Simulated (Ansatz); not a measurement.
# C₇H₅BrO₂: small, medium and large basis sets

An exercise on one series of results from a longer session: the logs are not shown, and one member is left open.

Computed with Ansatz 0.2.0, Gaussian basis. Level: one geometry, several basis sets.

Plan: PBE0-D4/def2-SVP; ωB97M-V/def2-SVP; PBE0-D4/def2-QZVPP; ωB97M-V/def2-QZVPP; the functionals' def2-TZVPP values are taken from earlier runs.

2 further runs of the same task are left out: 2 set aside as unsound or not needed.

## The geometry

All runs share one geometry, relaxed beforehand with PBE0-D4 in a triple-zeta def2 set.

SMILES `O=C(O)c1ccc(Br)cc1`, 15 atoms, charge 0, spin multiplicity 1.

Atoms are counted from 1 here; the program's logs count them from 0.

Bond lengths: O1–C2 1.203 Å, C2–O3 1.344 Å, C2–C4 1.479 Å, O3–H11 0.967 Å, C4–C5 1.391 Å, C4–C10 1.391 Å, C5–C6 1.382 Å, C5–H12 1.083 Å, C6–C7 1.387 Å, C6–H13 1.082 Å, C7–Br8 1.884 Å, C7–C9 1.386 Å, C9–C10 1.384 Å, C9–H14 1.082 Å, C10–H15 1.082 Å. Angles: O1–C2–O3 122.3°, O1–C2–C4 124.7°, O3–C2–C4 113.0°, C2–O3–H11 106.2°, C2–C4–C5 118.0°, C2–C4–C10 122.2°, C5–C4–C10 119.8°, C4–C5–C6 120.4°, C4–C5–H12 118.7°, C6–C5–H12 120.8°, C5–C6–C7 119.0°, C5–C6–H13 120.8°, C7–C6–H13 120.2°, C6–C7–Br8 119.3°, C6–C7–C9 121.4°, Br8–C7–C9 119.3°, C7–C9–C10 119.1°, C7–C9–H14 120.2° and more.

Coordinates:

```xyz
15
C7H5BrO2
O     2.9674   -0.1610   -0.4536
C     1.9002   -0.6311   -0.7509
O     1.7800   -1.6467   -1.6236
C     0.6003   -0.1729   -0.2142
C     0.6050    0.8757    0.6998
C    -0.5803    1.3443    1.2338
C    -1.7731    0.7530    0.8438
Br   -3.3942    1.3847    1.5662
C    -1.7982   -0.2929   -0.0658
C    -0.6054   -0.7539   -0.5941
H     2.6777   -1.8651   -1.9085
H     1.5536    1.3153    0.9830
H    -0.5837    2.1595    1.9454
H    -2.7403   -0.7396   -0.3556
H    -0.6090   -1.5692   -1.3056
```

The first run:

Contents of in.yaml:

```yaml
crystal:
  periodic: [false, false, false]
  atoms:
    - {symbol: O, position_ang: [2.967432, -0.161043, -0.453643]}
    - {symbol: C, position_ang: [1.900223, -0.631141, -0.750905]}
    - {symbol: O, position_ang: [1.779992, -1.646698, -1.623561]}
    - {symbol: C, position_ang: [0.600343, -0.172881, -0.214248]}
    - {symbol: C, position_ang: [0.605023, 0.875689, 0.699819]}
    - {symbol: C, position_ang: [-0.580331, 1.344273, 1.233801]}
    - {symbol: C, position_ang: [-1.773149, 0.752964, 0.843841]}
    - {symbol: Br, position_ang: [-3.394178, 1.384732, 1.566216]}
    - {symbol: C, position_ang: [-1.798231, -0.292890, -0.065766]}
    - {symbol: C, position_ang: [-0.605371, -0.753867, -0.594118]}
    - {symbol: H, position_ang: [2.677684, -1.865067, -1.908544]}
    - {symbol: H, position_ang: [1.553578, 1.315310, 0.982970]}
    - {symbol: H, position_ang: [-0.583749, 2.159488, 1.945427]}
    - {symbol: H, position_ang: [-2.740275, -0.739622, -0.355640]}
    - {symbol: H, position_ang: [-0.608981, -1.569237, -1.305649]}
basis:
  gaussian: {orbitals: def2-SVP}
hamiltonian: {xc: pbe0, dispersion: d4}
output: {orbitals: {seedname: orbitals}}
```

Command:

```console
> ansatz run in.yaml --threads 4 --pin off --events-out ev --progress --plain --max-ram 41984MiB --backend cpu
```

Among the steps run: PBE0-D4 in def2-SVP; ωB97M-V in def2-SVP; PBE0-D4 in def2-QZVPP; ωB97M-V in def2-QZVPP.

One table of the session follows, with a row left open; its other results are not shown here.

It belongs to the step «Density functionals: the series». 

| functional | basis | HOMO (eV) | LUMO (eV) |
| --- | --- | --- | --- |
| PBE0-D4 | def2-SVP | ? | ? |
| PBE0-D4 | def2-TZVPP | -7.43 | -1.75 |
| PBE0-D4 | def2-QZVPP | -7.45 | -1.79 |
| ωB97M-V | def2-SVP | -9.35 | 0.46 |
| ωB97M-V | def2-TZVPP | -9.45 | 0.27 |
| ωB97M-V | def2-QZVPP | -9.47 | 0.21 |

**Question.** Estimate the row for PBE0-D4, def2-SVP.

The run gave: HOMO (eV): -7.35; LUMO (eV): -1.61. In the column «HOMO (eV)» it is the highest.
